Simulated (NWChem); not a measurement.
**the pair CCl2···BH3S, step by step**

We compute the energy (singlet CH3BCl2S, SVWN5/def2-SVP), then a single-point energy (singlet CCl2, SVWN5/def2-SVP), then the energy (singlet BH3S, SVWN5/def2-SVP), then the energy (singlet CCl2, SVWN5/def2-SVP), then a single-point energy (singlet BH3S, SVWN5/def2-SVP) of CH3BCl2S and its partners. 

Program for the calculation: NWChem 7.3.0.

## 1. The structure to begin with

CH3BCl2S has 8 atoms, charge 0, and is taken as a singlet. The two molecules were placed rigidly side by side, at 1 times their contact distance; the pair isn't optimised.

Bond lengths: Cl1–C2 1.708 Å, C2–Cl3 1.708 Å, B4–S5 1.765 Å, B4–H6 1.192 Å, B4–H7 1.190 Å, S5–H8 1.344 Å. Angles: Cl1–C2–Cl3 109.5°, B4–S5–H8 99.2°, S5–B4–H6 115.8°, S5–B4–H7 121.4°, H6–B4–H7 122.7°.

## 2. The energy at SVWN5/def2-SVP (run 1)

run.nw

```
START run
TITLE "CH3BCl2S energy"
memory 2200 mb
GEOMETRY noautosym nocenter noautoz
  Cl       1.236700      -0.329330       0.644300
  C       -0.231600      -0.585130      -0.189800
  Cl      -1.005100       0.914470      -0.454500
  B        3.939620      -1.213530       4.403630
  S        2.216090      -0.888600       4.598410
  H        4.629080      -0.931740       5.333880
  H        4.373160      -1.684990       3.400390
  H        1.779190      -1.315480       3.400920
END
BASIS spherical bse
  * library def2-SVP
END
DFT
  xc slater vwn_5
  grid fine
  convergence energy 1e-08
  maxiter 100
  mulliken
  print low
END
TASK dft energy
```

The run is started by

```bash
nwchem run.nw > run.out
```

What it wrote:

```text
[...]
 d= 0,ls=0.0,diis     1  -1377.6421164630 -1.64D+03  1.97D-02  1.34D+00     0.8
[...]
 d= 0,ls=0.0,diis    12  -1377.7745213691 -2.31D-09  3.11D-07  2.93D-10     6.4
         Total DFT energy =    -1377.774521369130
      One electron energy =    -2420.731446501484
           Coulomb energy =      871.270854165892
    Exchange-Corr. energy =      -87.553506007432
 Nuclear repulsion energy =      259.239576973893
[...]
      Total Density - Mulliken Population Analysis
     ---------------------------------------------
    Atom       Charge   Shell Charges
 -----------   ------   -------------------------------------------------------
    1 Cl  17    16.95   2.00  1.98  1.30  0.66  5.92  2.17  2.88  0.04
    2 C    6     6.08   1.99  1.15  0.65  1.58  0.66  0.05
    3 Cl  17    16.95   2.00  1.98  1.30  0.66  5.92  2.17  2.87  0.04
    4 B    5     5.22   1.98  0.84  0.22  1.59  0.55  0.04
    5 S   16    15.98   2.00  1.98  1.28  0.55  5.92  1.86  2.34  0.05
    6 H    1     0.95   0.71  0.23  0.01
    7 H    1     0.95   0.71  0.23  0.01
    8 H    1     0.91   0.69  0.19  0.03
[...]
```

It took 7.2 s on 1 thread of Intel Xeon 6975P-C (Granite Rapids), shared host; peak memory 0.12 GiB.

## 3. CCl2: a single-point energy at SVWN5/def2-SVP (run 2)

ccl2.nw

```
START ccl2
memory total 2200 mb

GEOMETRY units angstrom noautosym nocenter noautoz
Cl       1.236700      -0.329330       0.644300
C       -0.231600      -0.585130      -0.189800
Cl      -1.005100       0.914470      -0.454500
END

BASIS spherical bse
* library def2-SVP
END

DFT
xc slater vwn_5
grid fine
convergence energy 1e-08
maxiter 100
mulliken
noprint "final vectors analysis"
END

TASK dft energy
```

The run is started by

```bash
nwchem ccl2.nw > ccl2.out
```

What it wrote:

```text
[...]
          Wavefunction type:  closed shell.
          No. of atoms     :     3
          No. of electrons :    40
[...]
          Charge           :     0
          Spin multiplicity:     1
[...]
          AO basis - number of functions:    50
[...]
              XC Information
              --------------
                        Slater Exchange Functional  1.000 local
                      VWN V Correlation Functional  1.000 local
[...]
 d= 0,ls=0.0,diis     1   -954.6517767969 -1.07D+03  3.54D-02  1.01D+00     0.2
[...]
 d= 0,ls=0.0,diis    10   -954.7541220866 -6.96D-09  7.05D-07  1.07D-09     1.3
         Total DFT energy =     -954.754122086628
      One electron energy =    -1555.119846450332
           Coulomb energy =      540.783274942782
    Exchange-Corr. energy =      -58.451628160541
 Nuclear repulsion energy =      118.034077581463
[...]
      Total Density - Mulliken Population Analysis
     ---------------------------------------------
    Atom       Charge   Shell Charges
 -----------   ------   -------------------------------------------------------
    1 Cl  17    16.96   2.00  1.98  1.30  0.66  5.92  2.17  2.88  0.04
    2 C    6     6.09   1.99  1.15  0.65  1.58  0.66  0.05
    3 Cl  17    16.96   2.00  1.98  1.30  0.66  5.92  2.17  2.88  0.04
[...]
```

Run time: 1.9 s. Hardware: 1 thread of Intel Xeon 6975P-C (Granite Rapids), shared host; peak memory 0.11 GiB.

## 4. BH3S: the energy at SVWN5/def2-SVP (run 3)

bh3s.nw

```
START bh3s
memory 2200 mb
charge 0

GEOMETRY noautosym nocenter noautoz
   B     3.939620   -1.213530    4.403630
   S     2.216090   -0.888600    4.598410
   H     4.629080   -0.931740    5.333880
   H     4.373160   -1.684990    3.400390
   H     1.779190   -1.315480    3.400920
END

BASIS spherical bse
   * library def2-SVP
END

DFT
   xc slater vwn_5
   grid fine
   convergence energy 1e-08
   iterations 100
   mulliken
   print low
END

TASK dft
```

The run is started by

```bash
nwchem bh3s.nw > bh3s.out
```

What it wrote:

```text
[...]
 d= 0,ls=0.0,diis     1   -422.9879815406 -4.66D+02  1.46D-02  3.31D-01     0.3
[...]
 d= 0,ls=0.0,diis    10   -423.0181896985 -4.75D-09  7.12D-07  1.36D-09     1.5
         Total DFT energy =     -423.018189698545
      One electron energy =     -669.692821515225
           Coulomb energy =      232.707877536660
    Exchange-Corr. energy =      -29.103830357617
 Nuclear repulsion energy =       43.070584637637
[...]
      Total Density - Mulliken Population Analysis
     ---------------------------------------------
    Atom       Charge   Shell Charges
 -----------   ------   -------------------------------------------------------
    1 B    5     5.22   1.98  0.84  0.22  1.59  0.55  0.04
    2 S   16    15.98   2.00  1.98  1.28  0.55  5.92  1.86  2.34  0.05
    3 H    1     0.95   0.71  0.23  0.01
    4 H    1     0.95   0.71  0.23  0.01
    5 H    1     0.90   0.69  0.18  0.03
[...]
```

Run time: 2.1 s. Hardware: 1 thread of Intel Xeon 6975P-C (Granite Rapids), shared host; peak memory 0.11 GiB.

## 5. CCl2 among ghost functions: a single-point energy at SVWN5/def2-SVP (with ghost functions) (run 4)

input.nw

```
START input
TITLE "CCl2 energy"
memory stack 880 mb heap 220 mb global 1100 mb

GEOMETRY units atomic noautosym nocenter noautoz
  Cl  2.33702430 -0.62234350  1.21755054
  C  -0.43766057 -1.10573545 -0.35867002
  Cl -1.89936373  1.72809785 -0.85888052
  bqB      7.444803    -2.293239     8.321655
  bqS      4.187803    -1.679211     8.689736
  bqH      8.747693    -1.760733    10.079572
  bqH      8.264075    -3.184170     6.425806
  bqH      3.362182    -2.485897     6.426807
END

BASIS spherical bse
  Cl library def2-SVP
  C library def2-SVP
  bqB library B def2-SVP
  bqS library S def2-SVP
  bqH library H def2-SVP
END

DFT
  xc slater vwn_5
  grid fine
  convergence energy 1e-08
  iterations 100
  mulliken
  noprint "final vectors analysis"
END

TASK dft
```

The run is started by

```bash
nwchem input.nw > input.out
```

What it wrote:

```text
[...]
          Wavefunction type:  closed shell.
          No. of atoms     :     8
          No. of electrons :    40
[...]
          Charge           :     0
          Spin multiplicity:     1
[...]
          AO basis - number of functions:    97
[...]
              XC Information
              --------------
                        Slater Exchange Functional  1.000 local
                      VWN V Correlation Functional  1.000 local
[...]
 d= 0,ls=0.0,diis     1   -954.6523224648 -1.07D+03  1.83D-02  1.01D+00     0.7
[...]
 d= 0,ls=0.0,diis    11   -954.7549359391 -3.33D-09  4.50D-07  2.16D-09     5.6
         Total DFT energy =     -954.754935939137
      One electron energy =    -1555.074609990299
           Coulomb energy =      540.734308854797
    Exchange-Corr. energy =      -58.448703844695
 Nuclear repulsion energy =      118.034069041060
[...]
      Total Density - Mulliken Population Analysis
     ---------------------------------------------
    Atom       Charge   Shell Charges
 -----------   ------   -------------------------------------------------------
    1 Cl  17    16.95   2.00  1.98  1.30  0.66  5.92  2.17  2.88  0.04
    2 C    6     6.09   1.99  1.15  0.65  1.58  0.66  0.05
    3 Cl  17    16.96   2.00  1.98  1.30  0.66  5.92  2.17  2.88  0.04
    4 X    0     0.00  -0.00 -0.00  0.00 -0.00  0.00 -0.00
    5 X    0    -0.00  -0.00 -0.00  0.00 -0.00 -0.00 -0.00 -0.00 -0.00
    6 X    0     0.00   0.00  0.00 -0.00
    7 X    0    -0.00  -0.00 -0.00 -0.00
    8 X    0     0.01  -0.00  0.01  0.00
[...]
```

Run time: 6.3 s. Hardware: 1 thread of Intel Xeon 6975P-C (Granite Rapids), shared host; peak memory 0.12 GiB.

## 6. BH3S among ghost functions: a single-point energy at SVWN5/def2-SVP (with ghost functions) (run 5)

bh3s.nw

```
start bh3s
title "BH3S energy"
memory 2200 mb

geometry units angstrom noautosym nocenter noautoz
 B        3.939620      -1.213530       4.403630
 S        2.216090      -0.888600       4.598410
 H        4.629080      -0.931740       5.333880
 H        4.373160      -1.684990       3.400390
 H        1.779190      -1.315480       3.400920
 bqCl     1.236700    -0.329330     0.644300
 bqC     -0.231600    -0.585130    -0.189800
 bqCl    -1.005100     0.914470    -0.454500
end

basis spherical bse
 B library def2-SVP
 S library def2-SVP
 H library def2-SVP
 bqCl library Cl def2-SVP
 bqC library C def2-SVP
end

dft
 xc slater vwn_5
 grid fine
 convergence energy 1e-08
 maxiter 100
 mulliken
 print low
end

task dft energy
```

The run is started by

```bash
nwchem bh3s.nw > bh3s.out
```

What it wrote:

```text
[...]
 d= 0,ls=0.0,diis     1   -422.9881104417 -4.66D+02  7.07D-03  3.31D-01     0.7
[...]
 d= 0,ls=0.0,diis    10   -423.0183210215 -4.71D-09  3.47D-07  1.38D-09     4.5
         Total DFT energy =     -423.018321021499
      One electron energy =     -669.689800872950
           Coulomb energy =      232.704446830619
    Exchange-Corr. energy =      -29.103551616805
 Nuclear repulsion energy =       43.070584637637
[...]
      Total Density - Mulliken Population Analysis
     ---------------------------------------------
    Atom       Charge   Shell Charges
 -----------   ------   -------------------------------------------------------
    1 B    5     5.22   1.98  0.84  0.22  1.59  0.55  0.04
    2 S   16    15.99   2.00  1.98  1.28  0.55  5.92  1.86  2.35  0.05
    3 H    1     0.95   0.71  0.23  0.01
    4 H    1     0.95   0.71  0.23  0.01
    5 H    1     0.89   0.69  0.17  0.03
    6 X    0     0.00   0.00  0.00 -0.00  0.00  0.00 -0.00  0.00  0.00
    7 X    0     0.00  -0.00 -0.00  0.00 -0.00  0.00 -0.00
    8 X    0    -0.00  -0.00 -0.00  0.00 -0.00 -0.00  0.00 -0.00 -0.00
[...]
```

It took 5.1 s on 1 thread of Intel Xeon 6975P-C (Granite Rapids), shared host; peak memory 0.12 GiB.

## 7. What came out

| quantity | value |
| --- | --- |
| run 1, SVWN5/def2-SVP: total energy | -1377.77452 Eh |
| CCl2: total energy | -954.75412 Eh |
| CCl2: dipole moment | 1.67 D |
| BH3S: total energy | -423.01819 Eh |
| CCl2 among ghost functions: total energy | -954.75494 Eh |
| CCl2 among ghost functions: dipole moment | 1.66 D |
| BH3S among ghost functions: total energy | -423.01832 Eh |
| interaction energy of the rigid parts CCl2 and BH3S (parts in their own basis; closest atoms 2.98 Å apart) | -0.060 eV |
| interaction energy of the rigid parts CCl2 and BH3S (parts in the whole basis, counterpoise; closest atoms 2.98 Å apart) | -0.034 eV |

In words: The interaction energy of the rigid parts CCl2 and BH3S (parts in their own basis; closest atoms 2.98 Å apart) is −0.06 eV (−5.8 kJ/mol): the parts attract. Without counterpoise this holds the superposition error of the basis. The interaction energy of the rigid parts CCl2 and BH3S (parts in the whole basis, counterpoise; closest atoms 2.98 Å apart) is −0.03 eV (−0.8 kcal/mol): the parts attract. The basis-set superposition error is 2.5 kJ/mol. Mulliken charges (BH3S) run from -0.22 on B1 to +0.10 on H5; they depend strongly on the basis.
